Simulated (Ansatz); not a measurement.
# B₂Br₂F₄: a ladder of functionals and wavefunction methods

The task here is to estimate one member of a computed series from the others.

Program: Ansatz 0.2.0, Gaussian basis. Level of theory: functionals in def2-TZVPP, the program's frozen cores in correlated methods. These are calculated values, not measurements.

Plan: LDA (SPW92), PBE-D4, revPBE-D4, BLYP-D4, r2SCAN-D4, B97M-V, PBE0-D4, B3LYP-D4, r2SCANh-D4, r2SCAN0-D4, HSE06-D4, BHLYP-D4, CAM-B3LYP-D4, LC-ωPBE, ωB97X-V, ωB97M-V, B2PLYP, PBE-QIDH; CCSD(T)/def2-SVP; MP2/def2-TZVPP; MP2/def2-QZVPP; RPA on PBE.

## The geometry

An earlier PBE0-D4 in a triple-zeta def2 set relaxation fixed the geometry.

SMILES `F[B-]1(F)[Br+][B-](F)(F)[Br+]1`, 8 atoms, charge 0, spin multiplicity 1.

Atoms are counted from 1 here; the program's logs count them from 0.

Bond lengths: F1–B2 1.322 Å, B2–F3 1.322 Å, B2–Br4 2.150 Å, B2–Br8 2.151 Å, Br4–B5 2.151 Å, B5–F6 1.322 Å, B5–F7 1.322 Å, B5–Br8 2.150 Å. Angles: F1–B2–F3 119.9°, F1–B2–Br4 109.7°, F1–B2–Br8 109.7°, F3–B2–Br4 109.7°, F3–B2–Br8 109.7°, Br4–B2–Br8 95.2°, B2–Br4–B5 84.8°, Br4–B5–F6 109.7°, Br4–B5–F7 109.7°, Br4–B5–Br8 95.2°, F6–B5–F7 119.9°, F6–B5–Br8 109.8°, F7–B5–Br8 109.8°, B2–Br8–B5 84.8°.

Set-up of the first run:

Contents of in.yaml:

```yaml
crystal:
  periodic: [false, false, false]
  atoms:
    - {symbol: F, position_ang: [1.889565, -1.390173, 0.523179]}
    - {symbol: B, position_ang: [0.602847, -1.129559, 0.681278]}
    - {symbol: F, position_ang: [-0.134773, -1.900692, 1.462192]}
    - {symbol: Br, position_ang: [-0.339205, -0.929943, -1.241034]}
    - {symbol: B, position_ang: [-0.602876, 1.129640, -0.681135]}
    - {symbol: F, position_ang: [-1.889942, 1.387500, -0.521312]}
    - {symbol: F, position_ang: [0.132092, 1.902378, -1.462971]}
    - {symbol: Br, position_ang: [0.342292, 0.930848, 1.239802]}
basis:
  gaussian: {orbitals: def2-TZVPP}
hamiltonian: {xc: lda}
output: {orbitals: {seedname: orbitals}}
```

The run is started by

```sh
$ ansatz run in.yaml --threads 4 --pin off --events-out ev --progress --plain --max-ram 11315MiB
```

Among the steps run: LDA; PBE-D4 (GGA); revPBE-D4 (GGA); BLYP-D4 (GGA); r2SCAN-D4 (meta-GGA); B97M-V (meta-GGA); PBE0-D4 (hybrid); B3LYP-D4 (hybrid); r2SCANh-D4 (hybrid); r2SCAN0-D4 (hybrid); HSE06-D4 (hybrid); BHLYP-D4 (hybrid); CAM-B3LYP-D4 (range-separated); LC-ωPBE (range-separated); ωB97X-V (range-separated); ωB97M-V (range-separated); B2PLYP (double hybrid); PBE-QIDH (double hybrid).

One table of the session follows, with a row left open; its other results are not shown here.

It belongs to the step «Orbital energies across the functionals». 

| functional | HOMO (eV) | LUMO (eV) | gap (eV) |
| --- | --- | --- | --- |
| LDA (SPW92) | -8.20 | -2.66 | 5.54 |
| PBE-D4 | -8.00 | -2.41 | 5.59 |
| revPBE-D4 | -7.93 | -2.31 | 5.63 |
| BLYP-D4 | -7.83 | -2.30 | 5.52 |
| r2SCAN-D4 | -8.39 | -2.25 | 6.13 |
| B97M-V | -8.49 | -2.13 | 6.36 |
| PBE0-D4 | -9.42 | -1.55 | 7.87 |
| B3LYP-D4 | -9.13 | -1.78 | 7.35 |
| r2SCANh-D4 | -8.90 | -1.94 | 6.96 |
| r2SCAN0-D4 | ? | ? | ? |
| HSE06-D4 | -9.02 | -1.93 | 7.08 |
| BHLYP-D4 | -10.66 | -0.56 | 10.09 |
| CAM-B3LYP-D4 | -10.79 | -0.45 | 10.34 |
| LC-ωPBE | -12.21 | 0.75 | 12.96 |
| ωB97X-V | -11.83 | 0.67 | 12.50 |
| ωB97M-V | -11.67 | 0.59 | 12.26 |

Q: Estimate the row for r2SCAN0-D4 from the others.

Worked estimate for «HOMO (eV)». Against the share of exact exchange, r2SCAN-D4 (0, -8.39), r2SCANh-D4 (0.1, -8.90) give a slope of -5.10 per unit share; at 0.25 the line stands at -9.66.

The run gave: HOMO (eV): -9.67; LUMO (eV): -1.45; gap (eV): 8.21. In «HOMO (eV)» the line misses by +0.01.
